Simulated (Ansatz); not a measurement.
# AlMoO: the cost of one run

Computed with Ansatz 0.2.0 (reference: DFT PBE, plane waves, PAW, scalar-relativistic, no spin polarisation, unless a step's input says otherwise).

## Step 1: The structure to begin with

The structure is hexagonal, space group P-62m (No. 189). Conventional cell: a = 5.632 Å, b = 5.632 Å, c = 3.559 Å, α = 90.00°, β = 90.00°, γ = 120.00°. Al (site symmetry m2m) has 4 O at 2.15 to 2.27 Å and 2 Al at 2.44 Å as nearest neighbours. Mo (site symmetry m2m) has 5 O at 2.33 to 2.46 Å and 6 Al at 2.60 to 2.70 Å as nearest neighbours. Around O (site symmetry -6) lie 3 Al at 2.15 Å and 6 Mo at 2.46 Å. O (site symmetry -62m) has 6 Al at 2.27 Å and 3 Mo at 2.33 Å as nearest neighbours.

Structure file:

```cif
data_structure
_symmetry_space_group_name_H-M 'P 1'
_symmetry_Int_Tables_number 1
_cell_length_a 5.6322
_cell_length_b 5.6322
_cell_length_c 3.5594
_cell_angle_alpha 90.000
_cell_angle_beta 90.000
_cell_angle_gamma 60.000
_cell_volume 97.78
loop_
_atom_site_label
_atom_site_type_symbol
_atom_site_fract_x
_atom_site_fract_y
_atom_site_fract_z
_atom_site_occupancy
Al1 Al 0.25034 0.74966 0.00000 1
Al2 Al 0.74966 0.00000 0.00000 1
Al3 Al 0.00000 0.25034 0.00000 1
Mo1 Mo 0.58647 0.41353 0.50000 1
Mo2 Mo 0.41353 0.00000 0.50000 1
Mo3 Mo 0.00000 0.58647 0.50000 1
O1 O 0.33333 0.33333 0.00000 1
O2 O 0.66667 0.66667 0.00000 1
O3 O 0.00000 0.00000 0.50000 1
```

## Step 2: Reference

Contents of input.yaml:

```yaml
crystal:
  lattice:
    - [2.816078, 4.877585, 0.0]
    - [-2.816078, 4.877585, 0.0]
    - [0.0, 0.0, 3.559376]
  atoms:
    - { symbol: Al, position: [0.25034, 0.74966, 0.0] }
    - { symbol: Al, position: [0.74966, 0.0, 0.0] }
    - { symbol: Al, position: [0.0, 0.25034, 0.0] }
    - { symbol: Mo, position: [0.58647, 0.41353, 0.5] }
    - { symbol: Mo, position: [0.41353, 0.0, 0.5] }
    - { symbol: Mo, position: [0.0, 0.58647, 0.5] }
    - { symbol: O, position: [0.33333, 0.33334, 0.0] }
    - { symbol: O, position: [0.66667, 0.66666, 0.0] }
    - { symbol: O, position: [0.0, 0.0, 0.5] }
  symmetry: { tolerance: 0.0003 }
kpoints:
  mp_grid: { grid: [4, 4, 5], shift: [0, 0, 0] }
magnetization:
  spin_polarized: false
scf:
  occupations: { method: fermi_dirac }
hamiltonian:
  pseudopotentials: { kind: paw }
  xc: pbe
basis:
  ecutwfc: 420
output:
  forces: true
  stress: true
  eigenvalues: true
```

Command:

```
> ansatz run input.yaml --threads 1 --pin off --max-ram 2560MiB --backend cpu --events-out ev --progress --plain --runs-dir out
```

**Question.** How long does this run take on 1 thread of Arm Neoverse V2, shared host, and how much memory does it need?

About 3.8 s, with a peak of 0.32 GiB.
